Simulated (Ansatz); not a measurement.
Working through a relaxed scan of one distance of CH3Se, SMILES C[Se]

With the Ansatz DFT code, driven from Python.

Notebook, run cell by cell (the value of a cell's last expression is shown):

In [1]:
```python
import warnings

import ansatz
import numpy as np
```

In [2]:
```python
GEOMETRY = """
C    -0.11987   -0.10767    0.07753
Se    1.18881    1.06378   -0.76596
H     0.18584   -1.13997   -0.06782
H    -0.16537    0.12227    1.13847
H    -1.08940    0.06159   -0.38223
"""

warnings.simplefilter("ignore", ansatz.DeckWarning)
```

In [3]:
```python
ch3se = ansatz.Crystal.molecule()
for line in GEOMETRY.strip().splitlines():
    symbol, *xyz = line.split()
    ch3se = ch3se.atom(symbol, [float(v) for v in xyz])
```

In [4]:
```python
calc = ch3se.calculation()
calc = calc.basis(gaussian="def2-SVP")
calc = calc.functional("B3LYP")
calc = calc.spin("collinear", total=1)
symbols = [site.symbol for site in ch3se.cartesian_sites]
pairs = [(0, 1), (0, 2), (0, 3), (0, 4)]
print("held (A)   E (eV)        ", "  ".join(f"{symbols[i]}{i}-{symbols[j]}{j}" for i, j in pairs))
for length in [1.0, 1.09, 1.17, 1.3, 1.47]:
    data = calc.relax(constraints=[ansatz.DistanceConstraint((0, 4), at=length)], force_tolerance=0.02, max_steps=60).run().report
    xyz = np.array(data["positions_ang"])
    print(f"{length:6.2f} {data['free_energy_ev']:14.5f}  ", "  ".join(f"{np.linalg.norm(xyz[i] - xyz[j]):.3f}" for i, j in pairs))
```
```text
held (A)   E (eV)         C0-Se1  C0-H2  C0-H3  C0-H4
  1.00   -66426.66644   1.958  1.101  1.101  1.000
  1.09   -66426.85922   1.954  1.099  1.099  1.090
  1.17   -66426.79796   1.948  1.099  1.099  1.170
  1.30   -66426.42909   1.939  1.098  1.098  1.300
  1.47   -66425.74301   1.920  1.097  1.097  1.470
```

What to keep in mind:
- These settings explore the input space; basis and method may be short of convergence.
- The energies are electronic: no zero-point or thermal terms, and the basis set is short of its limit.
- The run takes the species as open-shell (spin multiplicity 2), which needn't be its ground state.
- b3lyp holds the VWN-RPA fit, as in Gaussian; the form of ORCA and Turbomole is b3lyp5.
- The script silences the warnings on its input, which a real study should read.
- Hardware and time: 2.1 min on 1 thread of Arm Neoverse V2, on a shared host, peak memory 0.24 GiB.
